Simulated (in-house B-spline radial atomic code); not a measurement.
**Mo²¹⁺: excited configurations**

Aim: the energies of several excited configurations of Mo²¹⁺ above a reference configuration, each from its own self-consistent run.

Program: in-house B-spline radial atomic code version 1. Level of theory: Dirac-Hartree-Fock, average of configuration, Fermi nucleus, basis-set limit. These are calculated values, not measurements, unless marked.

**1. What is computed**

- element: molybdenum (Z = 42)
- charge: +21
- electrons: 21
- configuration: [Ar] 3d3
- Hamiltonian: Dirac-Coulomb
- nucleus: Fermi, rms radius 4.409 fm

Outer shells as boxes (Hund's rule):

[Ar] 3d3
```
[Ar] core
3d [↑ ][↑ ][↑ ][  ][  ]
```

The boxes draw the filling by Hund's rule, which heavy ions in jj coupling don't follow; these runs average over all states of the configuration.

Settings, as recorded:

```ini
Z = 42
electrons = 21.0
configuration = [Ar] 3d3
hamiltonian = dirac
method = hf
spin_polarised = False
nucleus = fermi
rms_radius = 4.4091
mass_number = 98
atomic_mass = 97.905403609
speed_of_light = 137.035999084
```

This reference run was done before. Its total energy is -3797.009118 hartree, and its levels are (the highest eight at most):

```
orbital  occupation  energy (eV)  <r> (bohr)
  2s1/2           2     -3707.76      0.1521
  2p1/2           2     -3468.25      0.1299
  2p3/2           4     -3360.11      0.1343
  3s1/2           2     -1201.72      0.3966
  3p1/2           2     -1107.60      0.3859
  3p3/2           4     -1085.46      0.3936
  3d3/2         1.2      -953.41      0.3541
  3d5/2         1.8      -948.94      0.3564
```

**2. Run with [Ar] 3d2 7p1**

Settings, as recorded:

```ini
Z = 42
electrons = 21.0
configuration = [Ar] 3d2 7p1
hamiltonian = dirac
method = hf
spin_polarised = False
nucleus = fermi
rms_radius = 4.4091
mass_number = 98
atomic_mass = 97.905403609
speed_of_light = 137.035999084
```

**3. Run with [Ar] 3d2 5d1**

Settings: those of step 2 with these lines changed.

```diff
@@ -2,3 +2,3 @@
 electrons = 21.0
-configuration = [Ar] 3d2 7p1
+configuration = [Ar] 3d2 5d1
 hamiltonian = dirac
```

**4. Configuration [Ar] 3d2 5g1**

Settings: those of step 3 with these lines changed.

```diff
@@ -2,3 +2,3 @@
 electrons = 21.0
-configuration = [Ar] 3d2 5d1
+configuration = [Ar] 3d2 5g1
 hamiltonian = dirac
```

**5. [Ne] 3s2 3p5 3d3 4s1**

Settings: those of step 4 with these lines changed.

```diff
@@ -2,3 +2,3 @@
 electrons = 21.0
-configuration = [Ar] 3d2 5g1
+configuration = [Ne] 3s2 3p5 3d3 4s1
 hamiltonian = dirac
```

**6. Run with [Ar] 3d2 4f1**

Settings: those of step 5 with these lines changed.

```diff
@@ -2,3 +2,3 @@
 electrons = 21.0
-configuration = [Ne] 3s2 3p5 3d3 4s1
+configuration = [Ar] 3d2 4f1
 hamiltonian = dirac
```

How far above the reference does each configuration lie (order and size, in eV)?

**Answer**, as computed:

| net move | configuration | energy above the reference (eV) | with Breit, QED, recoil (eV) | largest <r> (bohr) |
| --- | --- | --- | --- | --- |
| 3d → 4f | [Ar] 3d2 4f1 | 519.12 | 518.92 | 0.757 |
| 3p → 4s | [Ne] 3s2 3p5 3d3 4s1 | 521.84 | 521.43 | 0.799 |
| 3d → 5d | [Ar] 3d2 5d1 | 653.36 | 653.21 | 1.39 |
| 3d → 5g | [Ar] 3d2 5g1 | 684.29 | 684.11 | 1.24 |
| 3d → 7p | [Ar] 3d2 7p1 | 794.81 | 794.66 | 2.89 |

Quantum defects of the promoted electron, δ = n − ζ/√(−2ε) with ζ = 22 and ε its orbital energy in hartree:

| promotion | δ |
| --- | --- |
| 3d → 4f | 0.085 |
| 3p → 4s | 0.600 |
| 3d → 5d | 0.278 |
| 3d → 5g | 0.009 |
| 3d → 7p | 0.458 |

At the bottom stands 3d → 4f (519.12 eV), at the top 3d → 7p (794.81 eV). Of those tabulated, the defect is largest for 4s (0.60) and least for 5g (0.01); at this charge much of the defect is relativistic. Two partly filled shells share a symmetry and can mix in the average, which may lower the energy, for: 3d → 5d. These are averages over configurations, without correlation, not spectroscopic levels.
